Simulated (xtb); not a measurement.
**C2H3FO2Zr (SMILES C#[C][Zr]([OH])([OH])[F]) at GFN2-xTB**

We compute a geometry optimisation of C2H3FO2Zr. 

The results are computed with xtb 6.7.1 later snapshot.

**1. Starting point**

C2H3FO2Zr has 9 atoms, charge 0, and is taken as a singlet. SMILES: `C#[C][Zr]([OH])([OH])[F]`. All atoms were displaced at random from a relaxed shape. The run starts from this shape.

Bond lengths: C1–C2 1.233 Å, C2–Zr3 2.199 Å, Zr3–O4 1.828 Å, Zr3–O5 2.004 Å, Zr3–F6 2.058 Å, C1–H7 0.951 Å, O4–H8 0.942 Å, O5–H9 0.878 Å. Angles: C1–C2–Zr3 175.2°, C2–Zr3–O4 115.6°, C2–Zr3–O5 111.2°, C2–Zr3–F6 106.8°, O4–Zr3–O5 111.0°, O4–Zr3–F6 114.2°, O5–Zr3–F6 96.3°, C2–C1–H7 175.2°, Zr3–O4–H8 134.1°, Zr3–O5–H9 118.5°.

**2. A structure relaxation at GFN2-xTB**

.CHRG reads:

```
0
```

.UHF reads:

```
0
```

input.inp reads:

```
$opt
   engine=lbfgs
$end
```

struc.tmol reads:

```
$coord
      4.641469718261     -0.903213498526     -2.491925148760  c
      2.595368756822     -0.378814498942     -1.506527461074  c
     -1.188373170732      0.284479370801      0.078952757487  zr
     -3.452850883132     -2.289270919155     -0.341624688810  o
     -0.987929920693      1.335450555012      3.710968574495  o
     -2.398515986420      3.716354293950     -1.294613573459  f
      6.244562184303     -1.159328080197     -3.264558572075  h
     -4.368328704207     -3.328506904132      0.775505807024  h
     -1.665831373380      2.783037458259      4.153315665748  h
$end
```

On the command line:

```sh
$ xtb -o tight -I input.inp --gfn 2 -- struc.tmol > xtb.out 2> xtb.err
```

Q: Predict the results. Wanted: total energy at the end; dipole moment; HOMO energy; LUMO energy; HOMO–LUMO gap; dispersion energy; mean polarisability.

**Answer.** As computed:

Level: GFN2-xTB.

| quantity | value |
| --- | --- |
| total energy at the end | -20.37355 Eh |
| dipole moment | 1.63 D |
| HOMO energy | -11.25 eV |
| LUMO energy | -7.13 eV |
| HOMO–LUMO gap | 4.12 eV |
| dispersion energy | -10.40 kJ/mol |
| mean polarisability (D4 model) | 65.9 bohr³ |

At the final geometry: Bond lengths: C1–C2 1.210 Å, C2–Zr3 2.196 Å, Zr3–O4 1.875 Å, Zr3–O5 1.882 Å, Zr3–F6 1.889 Å, C1–H7 1.058 Å, O4–H8 0.963 Å, O5–H9 0.967 Å. Angles: C1–C2–Zr3 177.7°, C2–Zr3–O4 111.6°, C2–Zr3–O5 112.8°, C2–Zr3–F6 110.5°, O4–Zr3–O5 107.9°, O4–Zr3–F6 113.9°, O5–Zr3–F6 99.6°, C2–C1–H7 179.6°, Zr3–O4–H8 133.9°, Zr3–O5–H9 117.2°. The optimisation took 11 steps and changed the energy by -0.795 eV. Mulliken charges run from -0.64 on O4 to +1.27 on Zr3.
